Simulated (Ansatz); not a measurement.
# BaH2: properties at the relaxed cell

The task, for BaH2: measure the bulk modulus from energies at several volumes.

Computed with Ansatz 0.2.0 (DFT PBEsol, scalar-relativistic, plane waves, PAW, unless a step's input says otherwise).

1 further run of the same task is left out (set aside as unsound or not needed).

## (1) The system as given

The structure is hexagonal, space group P6_3/mmc (No. 194). The conventional cell has a = 4.385 Å, b = 4.385 Å, c = 5.796 Å, α = 90.00°, β = 90.00°, γ = 120.00°. Around Ba (site symmetry -6m2) lie 11 H at 2.53 to 2.92 Å. H (site symmetry -6m2) is surrounded by 5 Ba at 2.53 to 2.90 Å. H (site symmetry -3m) is surrounded by 8 H at 2.90 to 2.92 Å and 6 Ba at 2.92 Å.

As a file:

```
Ba H
1.0
     4.38454    0.00000    0.00000
    -2.19227    3.79712    0.00000
     0.00000    0.00000    5.79561
Ba H
2 4
Direct
  0.66667 0.33333 0.75000
  0.33333 0.66667 0.25000
  0.33333 0.66667 0.75000
  0.66667 0.33333 0.25000
  0.00000 0.00000 0.50000
  0.00000 0.00000 0.00000
```

It goes back to an entry of the Materials Project, which need not be the stable form.

This cell was relaxed beforehand with the same method: volume 16.08 Å³/atom, gap on the mesh 1.69 eV.

## (2) Point at V/V0 = 0.97

File input.yaml:

```yaml
crystal:
  lattice:
    - [4.3402493062, 0.0, 0.0]
    - [-2.1701246531, 3.7587661579, 0.0]
    - [0.0, 0.0, 5.7370603112]
  atoms:
    - { symbol: Ba, position: [0.6666666667, 0.3333333333, 0.75] }
    - { symbol: Ba, position: [0.3333333333, 0.6666666667, 0.25] }
    - { symbol: H, position: [0.3333333333, 0.6666666667, 0.75] }
    - { symbol: H, position: [0.6666666667, 0.3333333333, 0.25] }
    - { symbol: H, position: [0.0, 0.0, 0.5] }
    - { symbol: H, position: [0.0, 0.0, 0.0] }
basis:
  ecutwfc: 420
kpoints:
  mp_grid: { grid: [9, 9, 6] }
hamiltonian:
  xc: pbesol
scf:
  occupations: { method: gaussian, width: 0.02 }
output:
  forces: true
  stress: true
  eigenvalues: true
  write_density: true
  write_potential: true
  elf: true
  volumetric_format: npy
relax:
  adjacent_minimum: "off"
  f_tol: 0.01
  max_steps: 30
  cell: { stress_tol: 0.1, fix: [volume] }
```

Run with:

```sh
$ ansatz run input.yaml --threads 2 --pin off --max-ram 5120MiB --backend cpu --events-out ev --progress --plain --runs-dir out
```

## (3) The cell scaled to 1.03 of its volume

Changes to input.yaml since step 2:

```diff
@@ -2,5 +2,5 @@
   lattice:
-    - [4.3402493062, 0.0, 0.0]
-    - [-2.1701246531, 3.7587661579, 0.0]
-    - [0.0, 0.0, 5.7370603112]
+    - [4.4279547402, 0.0, 0.0]
+    - [-2.2139773701, 3.8347212918, 0.0]
+    - [0.0, 0.0, 5.8529917541]
   atoms:
@@ -24,6 +24,2 @@
   eigenvalues: true
-  write_density: true
-  write_potential: true
-  elf: true
-  volumetric_format: npy
 relax:
```

## (4) The cell scaled to 0.94 of its volume

Changes to input.yaml since step 3:

```diff
@@ -2,5 +2,5 @@
   lattice:
-    - [4.4279547402, 0.0, 0.0]
-    - [-2.2139773701, 3.8347212918, 0.0]
-    - [0.0, 0.0, 5.8529917541]
+    - [4.3081936912, 0.0, 0.0]
+    - [-2.1540968456, 3.731005181, 0.0]
+    - [0.0, 0.0, 5.642667329]
   atoms:
@@ -24,2 +24,6 @@
   eigenvalues: true
+  write_density: true
+  write_potential: true
+  elf: true
+  volumetric_format: npy
 relax:
```

## (5) Volume × 1.06

Changes to input.yaml since step 4:

```diff
@@ -2,5 +2,5 @@
   lattice:
-    - [4.3081936912, 0.0, 0.0]
-    - [-2.1540968456, 3.731005181, 0.0]
-    - [0.0, 0.0, 5.642667329]
+    - [4.4559272732, 0.0, 0.0]
+    - [-2.2279636366, 3.858946216, 0.0]
+    - [0.0, 0.0, 5.94807877]
   atoms:
@@ -24,6 +24,2 @@
   eigenvalues: true
-  write_density: true
-  write_potential: true
-  elf: true
-  volumetric_format: npy
 relax:
```

## (6) Point at V/V0 = 0.91

Changes to input.yaml since step 5:

```diff
@@ -2,5 +2,5 @@
   lattice:
-    - [4.4559272732, 0.0, 0.0]
-    - [-2.2279636366, 3.858946216, 0.0]
-    - [0.0, 0.0, 5.94807877]
+    - [4.2739295255, 0.0, 0.0]
+    - [-2.1369647627, 3.7013315431, 0.0]
+    - [0.0, 0.0, 5.5505205245]
   atoms:
```

## (7) Point at V/V0 = 1.10

Changes to input.yaml since step 6:

```diff
@@ -2,5 +2,5 @@
   lattice:
-    - [4.2739295255, 0.0, 0.0]
-    - [-2.1369647627, 3.7013315431, 0.0]
-    - [0.0, 0.0, 5.5505205245]
+    - [4.4971936087, 0.0, 0.0]
+    - [-2.2485968044, 3.8946839109, 0.0]
+    - [0.0, 0.0, 6.0597757028]
   atoms:
```

## (8) The cell scaled to 0.88 of its volume

Changes to input.yaml since step 7:

```diff
@@ -2,5 +2,5 @@
   lattice:
-    - [4.4971936087, 0.0, 0.0]
-    - [-2.2485968044, 3.8946839109, 0.0]
-    - [0.0, 0.0, 6.0597757028]
+    - [4.2376937715, 0.0, 0.0]
+    - [-2.1188468857, 3.6699504596, 0.0]
+    - [0.0, 0.0, 5.4597224541]
   atoms:
```

(Steps that only read results are left out.)

What does the calculation give? Wanted: equilibrium volume of the fit; bulk modulus.

As calculated:

| quantity | value |
| --- | --- |
| equilibrium volume of the fit | 16.07 Å³/atom |
| bulk modulus | 34 GPa |
| its pressure derivative | 4.1 |

In words: The fit puts the minimum at 16.07 Å³/atom with B = 34 GPa and B' = 4.1. The gap on the mesh goes from 1.71 eV at the smallest volume to 1.53 eV at the largest, through a peak of 1.79 eV between.
